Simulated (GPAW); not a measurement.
**NiMoIrPdW: single point with PBE**

The system is NiMoIrPdW.

```xyz
5
Lattice="4.1171 0.0000 0.0000 -2.0585 3.5655 0.0000 0.0000 0.0000 5.4458" Properties=species:S:1:pos:R:3 pbc="T T T"
Ni    0.0000    0.0000    5.2157
Mo    2.0585    1.1885    5.2367
Pd    2.0585    1.1885    2.5211
Ir    0.0000    2.3770    3.9521
W     0.0000    2.3770    1.2875
```

The cell was built by a generator and needn't be a form met in nature.

* Program: GPAW 26.7.0
* Task: single point
* Functional: PBE
* Potentials or basis: GPAW PAW data sets (gpaw-data 1.2.1)
* Cutoff: 600 eV
* Basis: pw
* k mesh: 5 × 5 × 4
* Occupations: fermi-dirac, width 0.05 eV
* Spin: collinear spin, ferromagnetic start
* Starting moments: [1.0, 1.0, 0.0, 0.6, 0.0] μB

The pressure is 0.1 GPa and the largest force is 0.189 eV/Å. The band gap on the k mesh is none (metal or under the smearing width). The net moment is 0.00 μB per cell.

Forces on the atoms (eV/Å):
```
Ni   0.000  0.000 -0.054
Mo   0.000  0.000  0.189
Pd   0.000  0.000  0.006
Ir   0.000  0.000 -0.035
W    0.000  0.000 -0.106
```

Stress tensor (GPa, compression positive):
```
 0.22  0.00  0.00
 0.00  0.22  0.00
 0.00  0.00 -0.20
```

Levels at points of the mesh, in eV from the Fermi level:
Spin up:
```tsv
k point	band 35	band 36	band 37	band 38	band 39	band 40
(0.00, 0.00, 0.00)	-0.97	-0.77	-0.77	0.81	0.81	1.80
(0.00, 0.00, 0.50)	-0.83	-0.32	-0.32	-0.16	-0.16	0.91
```
Spin down:
```tsv
k point	band 35	band 36	band 37	band 38	band 39	band 40
(0.00, 0.00, 0.00)	-0.97	-0.77	-0.77	0.81	0.81	1.80
(0.00, 0.00, 0.50)	-0.83	-0.32	-0.32	-0.16	-0.16	0.91
```

Wall time 67 s on 8 MPI ranks on AMD EPYC 7R43 64-Core Processor (Zen 3), on a shared host, peak memory 0.24 GiB a rank.

Caveat: the stock nickel data set gives pressures a few GPa off other programs. Spin-orbit coupling is left out, which matters for the levels of Ir, W.
